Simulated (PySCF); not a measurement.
**MoOBr: structure of the quartet**

The task is one start of a wider search on MoOBr: the quartet, from a bent start. It is relaxed, tested by its Hessian and followed downhill if it is a saddle.

Method: PBE0, basis Mo def2-TZVP with ECP28, O def2-TZVP, Br def2-TZVP, scalar-relativistic core potentials, no spin–orbit coupling, density fitting; program: PySCF 2.14.0.

**1. The system as given**

3 atoms, charge 0, spin multiplicity 4.

Bond lengths: Mo1–O2 1.780 Å, Mo1–Br3 2.520 Å. Angles: O2–Mo1–Br3 110.0°.

```xyz
3
charge 0 multiplicity 4
Mo    0.0000    0.0000    0.0000
O    -1.4581    0.0000    1.0210
Br    2.0643    0.0000    1.4454
```

**2. The SCF at the typed geometry**

The steps below are one call of a driver around PySCF. For each, scf.py gives the equivalent set-up of the SCF; relaxations use the driver's own optimiser. After this first run the driver tries any further starts and a stability analysis.

Contents of scf.py:

```python
from pyscf import gto, scf, dft
mol = gto.M(atom='''
Mo     0.000000     0.000000     0.000000
O     -1.458100     0.000000     1.021000
Br     2.064300     0.000000     1.445400''',
    basis={'Mo': 'def2-TZVP', 'O': 'def2-TZVP', 'Br': 'def2-TZVP'},
    ecp={'Mo': 'def2-TZVP'},
    charge=0, spin=3)
mf = dft.UKS(mol, xc='PBE0')
mf.grids.atom_grid = (50, 194)
aux = {'Mo': 'def2-universal-JKFIT', 'O': 'def2-universal-JKFIT', 'Br': 'def2-universal-JKFIT'}
mf = mf.density_fit(auxbasis=aux)
mf.conv_tol = 1e-08
mf.diis_space = 10
mf.max_cycle = 60
mf.init_guess = 'minao'
mf.verbose = 4
mf.kernel()
```

Run with:

```sh
> OMP_NUM_THREADS=4 python axn.py task.json out
```

After this run come: Bent start, quartet: relaxation; Vibrations and properties at this point.

**Question.** What will these runs give? Wanted: minimum; geometry; wavenumbers; dipole moment; highest occupied, lowest empty level; polar-tensor charge of Mo1; zero-point energy; atomisation energy; ⟨S²⟩.

**Answer**, as computed:

| quantity | value |
| --- | --- |
| minimum | quartet, Cs |
| geometry | Mo–Br 2.430 Å, Mo–O 1.664 Å; Br–Mo–O 136.2° |
| wavenumbers (cm⁻¹) | 131 (a'), 285 (a'), 1031 (a') |
| dipole moment | 1.53 D |
| highest occupied, lowest empty level (either spin) | -6.46, -3.13 eV |
| polar-tensor charge of Mo1 | +1.21 e |
| zero-point energy | 8.7 kJ/mol |
| entropy at 298.15 K | 313.3 J/(mol K) |
| atomisation energy (no zero-point energy) | 896 kJ/mol |
| ⟨S²⟩ | 3.786 |

In words: The molecule stays Cs, as typed, and the end point is a minimum. In the infrared the band at 1031 cm⁻¹ (a', stretch) leads. Most of the spin sits on Mo1 (Mulliken spin 3.17, against 3 for the whole molecule). The first SCF alone would have been 51 kJ/mol too high. Only this shape and spin were tried, so other structures or states may lie lower. One determinant may miss the lowest occupation of an open d or f shell.
